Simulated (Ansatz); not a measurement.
# BrClF₂Si: up Jacob's ladder to CCSD(T)

Aim: compute BrClF₂Si with functionals from several rungs and with coupled cluster, and see how far each lands from CCSD(T) at the basis-set limit for the atomisation energy.

Program: Ansatz 0.2.0, Gaussian basis. Level of theory: functionals in def2-TZVPP, the program's frozen cores in correlated methods. These are calculated values, not measurements.

The runs, in order: LDA (SPW92), PBE-D4, revPBE-D4, BLYP-D4, r2SCAN-D4, B97M-V, PBE0-D4, B3LYP-D4, r2SCANh-D4, r2SCAN0-D4, HSE06-D4, BHLYP-D4, CAM-B3LYP-D4, LC-ωPBE, ωB97X-V, ωB97M-V, B2PLYP, PBE-QIDH; CCSD(T)/def2-SVP; CCSD(T)/def2-TZVPP; MP2/def2-QZVPP; extrapolation to the limit; RPA on PBE.

## 1. The relaxed structure

All runs share one geometry, relaxed beforehand with PBE0-D4 in a triple-zeta def2 set.

SMILES `F[Si](F)(Cl)Br`, 5 atoms, charge 0, spin multiplicity 1.

Atoms are counted from 1 here; the program's logs count them from 0.

Bond lengths: F1–Si2 1.572 Å, Si2–F3 1.572 Å, Si2–Cl4 2.009 Å, Si2–Br5 2.171 Å. Angles: F1–Si2–F3 107.6°, F1–Si2–Cl4 109.1°, F1–Si2–Br5 109.4°, F3–Si2–Cl4 109.1°, F3–Si2–Br5 109.4°, Cl4–Si2–Br5 112.2°.

## 2. LDA

This LDA is Slater exchange with PW92 correlation.

in.yaml reads:

```yaml
crystal:
  periodic: [false, false, false]
  atoms:
    - {symbol: F, position_ang: [1.306498, -0.989616, 0.151684]}
    - {symbol: Si, position_ang: [0.026241, -0.082368, 0.061328]}
    - {symbol: F, position_ang: [-0.678776, -0.115039, 1.465680]}
    - {symbol: Cl, position_ang: [-1.221416, -0.841401, -1.318513]}
    - {symbol: Br, position_ang: [0.617353, 1.954924, -0.401580]}
basis:
  gaussian: {orbitals: def2-TZVPP}
hamiltonian: {xc: lda}
output: {orbitals: {seedname: orbitals}}
```

Command:

```
> ansatz run in.yaml --threads 4 --pin off --events-out ev --progress --plain --max-ram 10444MiB
```

The runs that follow: PBE-D4 (GGA); revPBE-D4 (GGA); BLYP-D4 (GGA); r2SCAN-D4 (meta-GGA); B97M-V (meta-GGA); B3LYP-D4 (hybrid); r2SCANh-D4 (hybrid); r2SCAN0-D4 (hybrid); HSE06-D4 (hybrid); BHLYP-D4 (hybrid); CAM-B3LYP-D4 (range-separated); LC-ωPBE (range-separated); ωB97X-V (range-separated); ωB97M-V (range-separated); B2PLYP (double hybrid); PBE-QIDH (double hybrid); CCSD(T) in def2-SVP; CCSD(T) in def2-TZVPP; MP2 in def2-QZVPP; RPA on PBE orbitals.

**Question.** What will the summary of the whole plan be? Wanted: atomisation energy, CCSD(T)/CBS; farthest beyond LDA; mean size of error, GGA; mean size of error, meta-GGA; mean size of error, hybrid; mean size of error, range-separated; mean size of error, double hybrid; gap, smallest and largest; T1 diagnostic.

**Answer**, as computed:

```
                               quantity                                        value
        atomisation energy, CCSD(T)/CBS                                1951.0 kJ/mol
 functionals within 19.5 kJ/mol (1.0 %)  PBE-D4, r2SCAN-D4, B97M-V, ωB97X-V, ωB97M-V
                    farthest beyond LDA                     BHLYP-D4 (-123.6 kJ/mol)
                mean size of error, GGA                                  40.4 kJ/mol
           mean size of error, meta-GGA                                   6.3 kJ/mol
             mean size of error, hybrid                                  58.2 kJ/mol
    mean size of error, range-separated                                  29.3 kJ/mol
      mean size of error, double hybrid                                  44.0 kJ/mol
              gap, smallest and largest    6.51 eV (LDA (SPW92)), 14.15 eV (LC-ωPBE)
                          T1 diagnostic                                       0.0095
triples share of the correlation energy                                        3.3 %
```

The LDA atomisation energy is off by 280.6 kJ/mol (14 %): it overbinds. PBE-D4 misses by +6.4 kJ/mol. Double hybrids carry the basis error of their MP2 part in triple zeta, and no dispersion term here, so their miss is partly the set-up's. By mean error the best rung here is meta-GGA (6.3 kJ/mol) and the worst beyond LDA is hybrid (58.2 kJ/mol). The mean of the hybrids holds BHLYP, with half exact exchange. RPA and LDA stand outside this count. The reference freezes the cores and leaves out relativity and excitations past (T), and its outer-core shells are covered unevenly, so misses under about 19.5 kJ/mol can't be ranked. All levels share the lack of spin-orbit coupling, which lowers the free heavy atoms and so the true binding. Hartree-Fock recovers 73 % of the binding; the rest is correlation. CCSD(T) in def2-SVP is off by -221.7 kJ/mol, worse than the median functional, from the basis alone. Orbital gaps span 6.5 to 14.2 eV; exact exchange widens them. Correlated methods include outer-core shells of Br, which these sets cover unevenly.
